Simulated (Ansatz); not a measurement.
**CH7FGeSi: a ladder of functionals and wavefunction methods**

An exercise on one series of results from a longer session: the logs are not shown, and one member is left open.

Program: Ansatz 0.2.0, Gaussian basis. Level of theory: functionals in def2-TZVPP, the program's frozen cores in correlated methods. These are calculated values, not measurements.

The runs, in order: LDA (SPW92), PBE-D4, revPBE-D4, BLYP-D4, r2SCAN-D4, B97M-V, PBE0-D4, B3LYP-D4, r2SCANh-D4, r2SCAN0-D4, HSE06-D4, BHLYP-D4, CAM-B3LYP-D4, LC-ωPBE, ωB97X-V, ωB97M-V, B2PLYP, PBE-QIDH; CCSD(T)/def2-SVP; CCSD(T)/def2-TZVPP; MP2/def2-QZVPP; extrapolation to the limit; RPA on PBE.

## Structure used throughout

The geometry comes from an earlier relaxation with PBE0-D4 in a triple-zeta def2 set; it is a stationary point, not always the lowest conformer.

SMILES `[CH3][GeH]([F])[SiH3]`, 11 atoms, charge 0, spin multiplicity 1.

Atoms are counted from 1 here; the program's logs count them from 0.

Bond lengths: C1–Ge2 1.944 Å, C1–H5 1.090 Å, C1–H6 1.092 Å, C1–H7 1.091 Å, Ge2–F3 1.757 Å, Ge2–Si4 2.388 Å, Ge2–H8 1.543 Å, Si4–H9 1.486 Å, Si4–H10 1.485 Å, Si4–H11 1.488 Å. Angles: Ge2–C1–H5 110.1°, Ge2–C1–H6 110.2°, Ge2–C1–H7 109.6°, H5–C1–H6 108.9°, H5–C1–H7 109.1°, H6–C1–H7 108.9°, C1–Ge2–F3 105.6°, C1–Ge2–Si4 115.0°, C1–Ge2–H8 111.4°, F3–Ge2–Si4 105.7°, F3–Ge2–H8 104.8°, Si4–Ge2–H8 113.3°, Ge2–Si4–H9 109.6°, Ge2–Si4–H10 110.4°, Ge2–Si4–H11 109.0°, H9–Si4–H10 109.7°, H9–Si4–H11 108.9°, H10–Si4–H11 109.2°.

Set-up of the first run:

The input, in.yaml:

```yaml
crystal:
  periodic: [false, false, false]
  atoms:
    - {symbol: C, position_ang: [-1.020137, 1.435704, -0.418907]}
    - {symbol: Ge, position_ang: [0.583088, 0.336748, -0.457464]}
    - {symbol: F, position_ang: [1.813966, 1.270016, 0.378853]}
    - {symbol: Si, position_ang: [0.420584, -1.728872, 0.729591]}
    - {symbol: H, position_ang: [-1.337400, 1.600957, 0.610966]}
    - {symbol: H, position_ang: [-1.828242, 0.943500, -0.963430]}
    - {symbol: H, position_ang: [-0.814374, 2.398973, -0.887231]}
    - {symbol: H, position_ang: [1.120411, 0.174859, -1.895164]}
    - {symbol: H, position_ang: [-0.022032, -1.469542, 2.124273]}
    - {symbol: H, position_ang: [1.733686, -2.422246, 0.741714]}
    - {symbol: H, position_ang: [-0.584149, -2.596998, 0.057399]}
basis:
  gaussian: {orbitals: def2-TZVPP}
hamiltonian: {xc: lda}
output: {orbitals: {seedname: orbitals}}
```

Among the steps run: LDA; PBE-D4 (GGA); revPBE-D4 (GGA); BLYP-D4 (GGA); r2SCAN-D4 (meta-GGA); B97M-V (meta-GGA); PBE0-D4 (hybrid); B3LYP-D4 (hybrid); r2SCANh-D4 (hybrid); r2SCAN0-D4 (hybrid); HSE06-D4 (hybrid); BHLYP-D4 (hybrid); CAM-B3LYP-D4 (range-separated); LC-ωPBE-D4 (range-separated; the results give it without D4); ωB97X-V (range-separated); ωB97M-V (range-separated); B2PLYP (double hybrid); PBE-QIDH (double hybrid).

One of the session's tables, all rows but one given; the rest of the session is left out.

It belongs to the step «Orbital energies across the functionals». 

```
  functional  HOMO (eV)  gap (eV)
 LDA (SPW92)      -7.03      5.66
      PBE-D4      -6.93      5.79
   revPBE-D4      -6.88      5.86
     BLYP-D4      -6.80      5.81
   r2SCAN-D4      -7.21      6.34
      B97M-V      -7.34      6.33
     PBE0-D4      -8.13      7.85
    B3LYP-D4      -7.92      7.44
  r2SCANh-D4      -7.65      7.07
  r2SCAN0-D4      -8.31      8.17
    HSE06-D4      -7.73      7.08
    BHLYP-D4      -9.21      9.85
CAM-B3LYP-D4      -9.41     10.18
     LC-ωPBE     -10.70     12.63
     ωB97X-V     -10.37     12.17
     ωB97M-V          ?         ?
```

**Question.** Estimate the row for ωB97M-V.

**Answer.** HOMO (eV): -10.18; gap (eV): 11.73. In the column «HOMO (eV)» it lies between ωB97X-V (-10.37) and CAM-B3LYP-D4 (-9.41).
